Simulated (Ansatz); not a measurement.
Task: a point defect in a supercell of CaMg, space group Pm-3m, with the Python package of Ansatz (0.2.0). Give the script and its output. Settings (first run): LDA, PAW, cutoff 510 eV, 2×2×2 k-points, Methfessel-Paxton smearing of 0.1 eV.

```cif
data_structure
_symmetry_space_group_name_H-M 'P 1'
_symmetry_Int_Tables_number 1
_cell_length_a 3.9661
_cell_length_b 3.9661
_cell_length_c 3.9661
_cell_angle_alpha 90.000
_cell_angle_beta 90.000
_cell_angle_gamma 90.000
_cell_volume 62.39
loop_
_atom_site_label
_atom_site_type_symbol
_atom_site_fract_x
_atom_site_fract_y
_atom_site_fract_z
_atom_site_occupancy
Ca1 Ca 0.00000 0.00000 0.00000 1
Mg1 Mg 0.50000 0.50000 0.50000 1
```

Script `defect_camg.py`:
```python
"""A substitution in a supercell of CaMg, against the perfect cell."""

import ansatz
import numpy as np

params = {
    "cutoff": 510,
    "k_spacing": 0.55,
    "occupations": "methfessel_paxton",
    "smearing_width": 0.1,
}


def main() -> None:
    vectors = np.array([
        [3.96614, 0.0, 0.0],
        [0.0, 3.96614, 0.0],
        [0.0, 0.0, 3.96614],
    ])
    system = (
        ansatz.Lattice.of(vectors)
        .atom("Ca", (0.0, 0.0, 0.0))
        .atom("Mg", (0.5, 0.5, 0.5))
    )
    host = system.supercell(2)
    defective = host.substitution("Be", at=(0.5, 0.5, 0.5), replaces="Mg")

    def prepare(structure):
        return (
            structure.calculation()
            .functional(ansatz.Functional.LDA)
            .basis(params["cutoff"])  # plane waves up to this kinetic energy
            .kpoints(spacing=params["k_spacing"])
            .occupations(params["occupations"], width=params["smearing_width"])  # the run then minimises F = E - TS
            .band_table()
        )


    perfect = prepare(host).run().report
    calculation = prepare(defective).forces()
    out = calculation.run()
    rep = out.report

    n_host, n_defect = len(perfect["lattice"]["sites"]), len(rep["lattice"]["sites"])
    print(f"perfect cell: {n_host} atoms, F = {perfect['free_energy_ev']:.4f} eV")
    print(f"defect cell:  {n_defect} atoms, F = {rep['free_energy_ev']:.4f} eV")
    # chemical potentials are still to be added to this difference
    print(f"difference {rep['free_energy_ev'] - perfect['free_energy_ev']:.4f} eV (no chemical potentials)")

    pull = np.linalg.norm(rep["forces_ev_ang"], axis=1)
    for atom in np.argsort(-pull)[:5]:
        print(f"force on {out.lattice.sites[atom].symbol}{atom}: {pull[atom]:.3f} eV/A")

    for label, run in (("perfect", perfect), ("defect", rep)):
        levels, filled = np.array(run["eigenvalues_ev"][0]), np.array(run["occupations"][0])
        top = int(np.argmin(np.abs(levels - run["fermi_energy_ev"])))
        window = slice(max(top - 3, 0), top + 4)
        print(label, "levels near E_F at the first k-point:", ", ".join(f"{e - run['fermi_energy_ev']:.2f} ({f:.2f})" for e, f in zip(levels[window], filled[window])))


if __name__ == "__main__":
    main()
```

Output of `python defect_camg.py`:
```text
perfect cell: 16 atoms, F = -29394.2617 eV
defect cell:  16 atoms, F = -27579.1413 eV
difference 1815.1204 eV (no chemical potentials)
force on Ca6: 0.317 eV/A
force on Ca4: 0.317 eV/A
force on Ca8: 0.317 eV/A
force on Ca10: 0.317 eV/A
force on Ca12: 0.317 eV/A
perfect levels near E_F at the first k-point: -0.49 (2.00), -0.49 (2.00), -0.49 (2.00), 0.07 (0.09), 0.07 (0.09), 0.07 (0.09), 0.77 (-0.00)
defect levels near E_F at the first k-point: -0.49 (2.00), -0.49 (2.00), -0.49 (2.00), 0.13 (-0.07), 0.13 (-0.07), 0.13 (-0.07), 0.82 (-0.00)
```

Absolute energies stand on the zero of these potentials, so only differences at equal settings mean something. A total without «per atom» is that of the whole cell that was run. The computed bands are complete only to about 1.1 eV above the Fermi level. The mesh is modest for a metal, so energies can be off by several to tens of meV an atom and pressures by half a GPa or more; differences at equal mesh fare better. The atoms stand at ideal sites; relaxing them can change energy and levels by an eV or more. The difference holds no chemical potentials. Errors of mesh and smearing per atom add up over the supercell, so the energy can be off by tenths of an eV. Each cell's levels count from its own Fermi level and aren't aligned; one k-point can hide that the defect cell is metallic. This cell is a computed structure, which may not be the phase found in nature. Gaps and levels are Kohn-Sham values on a finite set of k-points. The supercell is small, so the defect meets its images and the energies aren't those of an isolated defect; a partly filled defect level may also lower its energy by spin or distortion. For a charged cell the difference holds no correction, alignment or term for the electrons' reservoir. Finished in 18 s on 1 thread of Arm Neoverse V2, on a shared host, peak memory 0.79 GiB.
